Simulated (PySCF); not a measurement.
# C4BrF7O (2‐bromotetrafluoroethyl trifluorovinyl ether): the cost of one run

Programs: PySCF 2.14.0, with routines of our own; each step states its level. All values are computed. Atoms count from 0.

### Step 1. The starting structure

13 atoms, charge 0, multiplicity 1; geometry from: GFN2-xTB.

### Step 2. Optimising the geometry at PBE0-D3(BJ)/def2-SVP

The job: settings as JSON, then the geometry in Å.

```
{"job": {"xc": "PBE0", "basis": "def2-SVP", "d3": "d3bj", "grid": 1, "maxiter": 30, "shake": 0.01, "kind": "geom"}, "charge": 0, "multiplicity": 1}
F     -1.446920     2.448650     2.426970
C     -1.103270     1.346970     1.847070
F     -0.994860     0.366290     2.706810
C     -0.873690     1.201250     0.536470
F     -1.028640     2.207110    -0.323570
O     -0.603620    -0.006240    -0.031200
C      0.684610    -0.206280    -0.469870
F      1.588880     0.026610     0.506250
F      1.006480     0.640930    -1.446030
C      0.779710    -1.666910    -0.957110
F      1.987220    -1.910450    -1.446630
F      0.580420    -2.504240     0.051730
Br    -0.570490    -1.960590    -2.347270
```

The run is started by

```
$ OMP_NUM_THREADS=1 python heavy_run.py task.json out
```

The driver reads the jobs from task.json and runs them one after another.

**Question.** How long does this first job take on 1 thread of Arm Neoverse V1, shared host, and how much memory does it need?

About 9.3 min, with a peak of 1.1 GiB.
